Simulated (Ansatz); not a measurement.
**WO+ (octet): wave-function methods side by side, def2-SVP**

An exercise on one series of results from a longer session: the logs are not shown, and one member is left open.

Method: def2-SVP, core rule «outside noble gas», up to 5 orbitals frozen; program: Ansatz 0.2.0, Gaussian basis.

The runs, in order: UHF; CCSD(T) on ROHF; CCSD(T) on UHF; CISD as a restricted active space (open shells left free, so some higher excitations enter); CCSDT(Q) on ROHF; CCSDT(Q) on UHF.

17 further runs of the same task are left out: 2 for a known fault of the program, 5 that didn't finish, 10 set aside as unsound or not needed. Runs told in other sessions of the task aren't counted.

## The system

The geometry is a PBE0/def2-TZVP stationary point (not a proven minimum) of the parent state, kept for this charge and spin. No spin-orbit coupling is included. Elements past krypton take def2 core potentials.

2 atoms, charge 1, spin multiplicity 8.

Atoms are counted from 1 here; the program's logs count them from 0.

Bond lengths: W1–O2 1.995 Å.

Coordinates:

```xyz
2
OW
W     0.00000    0.00000    0.00000
O     0.00000    0.00000    1.99460
```

The first run:

in.yaml reads:

```yaml
crystal:
  periodic: [false, false, false]
  atoms:
    - {symbol: W, position_ang: [0.000000, 0.000000, 0.000000]}
    - {symbol: O, position_ang: [0.000000, 0.000000, 1.994600]}
basis:
  gaussian: {orbitals: def2-SVP}
total_charge: 1
magnetization: {spin_polarized: true, initial_magnetization: 7}
hamiltonian: {xc: hf}
output: {orbitals: {seedname: orbitals}}
```

Launch:

```console
$ ansatz run in.yaml --threads 1 --pin off --events-out ev --progress --plain --max-ram 2393MiB
```

Among the steps run: UHF; CCSD(T) on ROHF; CCSD(T) on UHF; CISD as a restricted active space (open shells left free, so some higher excitations enter); CCSDT(Q) on ROHF; CCSDT(Q) on UHF.

One table of the session follows, with a row left open; its other results are not shown here.

```
   method  from RCCSDT(Q) (meV)
     ROHF               +4823.7
      UHF               +4557.8
     RMP2                     ?
     UMP2                +594.7
    RCCSD                 +79.9
    UCCSD                 -33.6
 RCCSD(T)                 +17.7
 UCCSD(T)                 -94.4
   RCCSDT                  +2.4
   UCCSDT                -109.3
RCCSDT(Q)                     0
UCCSDT(Q)                -111.8
```

**Question.** Estimate the row for RMP2.

The run gave: from RCCSDT(Q) (meV): +706.3. In the column «from RCCSDT(Q) (meV)» it lies between UMP2 (+594.7) and UHF (+4557.8).

Not comparable, so not listed: CISD as a restricted active space (open shells left free, so some higher excitations enter) (they don't share determinant, frozen orbitals or solution with the rows shown, or repeat one).

To keep in mind: Restricted and unrestricted rows rest on different reference determinants; a gap between their highest levels can come from leftover correlation error, from unlike frozen cores or from another state.
